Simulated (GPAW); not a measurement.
The system is HfO2.

```
Hf O
1.0
     0.00000    2.55750    2.55750
     2.55750    0.00000    2.55750
     2.55750    2.55750    0.00000
Hf O
1 2
Cartesian
  0.0000 0.0000 0.0000
  3.8363 3.8363 3.8363
  1.2788 1.2788 1.2788
```

Measurements of this composition are mostly on another form, of space group No. 14.

Base run:

| Item | Value |
| --- | --- |
| Program | GPAW 26.7.0 |
| Functional | PBEsol |
| Potentials or basis | PAW data sets generated in the run's folder for this functional |
| Cutoff | 800 eV |
| Basis | pw |
| k mesh | 9 × 9 × 9 |
| Occupations | fermi-dirac, width 0.05 eV |
| Spin | no spin polarisation |
| Hubbard terms | Hf d U = 1 eV |

Its results: band gap on the k mesh 3.90 eV, indirect (least direct gap 4.02 eV); pressure -7.7 GPa.

Question: The run is repeated on the same cell with these changes: hubbard terms from Hf d U = 1 eV to Hf d U = 4 eV. What comes out?

Answer: Band gap on the k mesh 4.47 eV, indirect (least direct gap 4.59 eV); pressure 0.7 GPa.

Caveats: spin-orbit coupling is left out, which moves the levels of the heavy elements; the mesh misses the band edges, which the band path finds closer together.

Not every run made on this cell is shown here.
